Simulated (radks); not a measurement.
**K inside a hard spherical wall**

The task here is to estimate one member of a computed series from the others.

Program: radks (a radial shooting solver on a logarithmic mesh, Libxc functionals) version 1. Level of theory: scalar-relativistic Kohn-Sham, LDA (Slater exchange, VWN5 correlation), spin-unpolarised, spherical densities, point nucleus. These are calculated values, not measurements, unless marked.

## Starting point

- element: potassium (Z = 19)
- charge: 0
- electrons: 19
- configuration: [Ar] 4s1

The outer shells:

K
```
[Ar] core
4s [↑ ]
```

Set-up of the first run:

The run's settings:

```text
Z 19
configuration [Ar] 4s1 3d0 4p0 5s0
relativity scalar-relativistic
functional lda,vwn5
spin unpolarised
nucleus point
c 137.035999084
```

Among the steps run: The free atom.

One table of the session follows, with a row left open; its other results are not shown here.

It belongs to the step «The free atom». The radial density on a logarithmic grid:

| r (bohr) | 4πr²ρ (e/bohr) |
| --- | --- |
| 0.00365 | 0.6970 |
| 0.00586 | 1.633 |
| 0.00946 | ? |
| 0.0153 | 7.646 |
| 0.0245 | 13.75 |
| 0.0396 | 20.27 |
| 0.0635 | 21.88 |
| 0.103 | 17.21 |
| 0.166 | 17.29 |
| 0.266 | 22.79 |
| 0.430 | 14.43 |
| 0.695 | 5.336 |
| 1.11 | 6.738 |
| 1.80 | 3.251 |
| 2.89 | 0.5486 |
| 4.66 | 0.2291 |
| 7.54 | 0.06359 |
| 12.1 | 0.002534 |

Estimate the missing values for r (bohr) = 0.00946.

Worked estimate for «4πr²ρ (e/bohr)». A straight line through the neighbours (0.00586, 1.633) and (0.0153, 7.646) gives 1.633 + (7.646 − 1.633) × (0.00946 − 0.00586) / (0.0153 − 0.00586) = 3.926; a parabola fitted to 4 rows on both sides gives 3.942.

The run gave: 4πr²ρ (e/bohr): 3.684. In «4πr²ρ (e/bohr)» the line misses by +0.242 and the parabola by +0.258.

Caveats from the session: Shells are not refilled when levels cross, and a hard wall is a model, not a crystal.
